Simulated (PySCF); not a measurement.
# H10Si4: the cost of one run

Program: PySCF 2.14.0. Level of theory: levels as typed in each script, gas phase, geometry from GFN2-xTB. These are calculated values, not measurements.

## 1. Starting geometry

SMILES `[SiH3][SiH]([SiH3])[SiH3]`, 14 atoms, charge 0, spin multiplicity 1.

Bond lengths: Si1–Si2 2.328 Å, Si1–H5 1.466 Å, Si1–H6 1.465 Å, Si1–H7 1.465 Å, Si2–Si3 2.328 Å, Si2–Si4 2.328 Å, Si2–H8 1.484 Å, Si3–H9 1.466 Å, Si3–H10 1.465 Å, Si3–H11 1.465 Å, Si4–H12 1.465 Å, Si4–H13 1.465 Å, Si4–H14 1.466 Å. Angles: Si2–Si1–H5 110.8°, Si2–Si1–H6 113.3°, Si2–Si1–H7 113.4°, H5–Si1–H6 106.3°, H5–Si1–H7 106.3°, H6–Si1–H7 106.2°, Si1–Si2–Si3 112.9°, Si1–Si2–Si4 112.9°, Si1–Si2–H8 105.9°, Si3–Si2–Si4 112.6°, Si3–Si2–H8 105.8°, Si4–Si2–H8 106.0°, Si2–Si3–H9 110.8°, Si2–Si3–H10 113.4°, Si2–Si3–H11 113.4°, H9–Si3–H10 106.3°, H9–Si3–H11 106.3°, H10–Si3–H11 106.2° and more.

Coordinates:

```xyz
14

Si    2.2372   -0.1364   -0.1447
Si    0.0025   -0.0004    0.4930
Si   -1.2379   -1.8642   -0.1441
Si   -1.0009    2.0011   -0.1439
H     2.3631   -0.1332   -1.6049
H     2.9008   -1.3558    0.3228
H     3.0492    0.9820    0.3405
H     0.0029   -0.0023    1.9774
H    -1.3364   -1.9506   -1.6038
H    -2.6134   -1.8466    0.3594
H    -0.6555   -3.1311    0.3044
H    -0.3373    3.1873    0.4020
H    -2.4058    2.0968    0.2601
H    -0.9802    2.1529   -1.6014
```

## 2. Density, bond paths and surface potential (PBE0/def2-tzvp)

File input.py:

```python
import numpy as np
from pyscf import gto, scf, dft
from pyscf.scf import atom_ks, atom_hf
from scipy.linalg import block_diag

def solve(mol, dm0=None, hcore=None):
    mf = (dft.UKS if mol.spin else dft.RKS)(mol, xc='pbe0')
    mf.grids.level = 3
    mf = mf.density_fit(auxbasis='def2-universal-jkfit')
    mf.conv_tol, mf.max_cycle = 1e-8, 80
    if hcore is not None:
        mf.get_hcore = lambda *args: hcore
    mf.kernel(dm0)
    if not mf.converged:
        mf = mf.newton().run(mf.mo_coeff, mf.mo_occ, max_cycle=30)
    assert mf.converged, 'SCF not converged'
    return mf

mol = gto.M(atom='''
Si     2.23717    -0.13642    -0.14470
Si     0.00252    -0.00037     0.49297
Si    -1.23794    -1.86422    -0.14412
Si    -1.00085     2.00106    -0.14390
H      2.36313    -0.13316    -1.60486
H      2.90081    -1.35576     0.32277
H      3.04918     0.98204     0.34054
H      0.00288    -0.00234     1.97736
H     -1.33636    -1.95064    -1.60377
H     -2.61340    -1.84664     0.35944
H     -0.65555    -3.13115     0.30442
H     -0.33732     3.18728     0.40197
H     -2.40577     2.09679     0.26007
H     -0.98019     2.15287    -1.60140
''', basis='def2-tzvp', charge=0, spin=0, verbose=4)
mf = solve(mol)
mf.analyze()
# spherically averaged free atoms, for the promolecule
atm = atom_ks.get_atm_nrks(mol, xc='pbe0')
pro = block_diag(*[(atm[a[0]][2] * atm[a[0]][3]) @ atm[a[0]][2].T for a in mol._atom])
np.savez('result.npz', e=mf.e_tot, c=mf.mo_coeff, occ=mf.mo_occ, eps=mf.mo_energy, pro=pro, dip=mf.dip_moment(verbose=0), s2=mf.spin_square()[0])
```

Started as:

```sh
> OMP_NUM_THREADS=1 python input.py
```

**Question.** How long does this run take on 1 thread of Arm Neoverse V2, shared host, and how much memory does it need?

About 33 s, with a peak of 0.81 GiB.
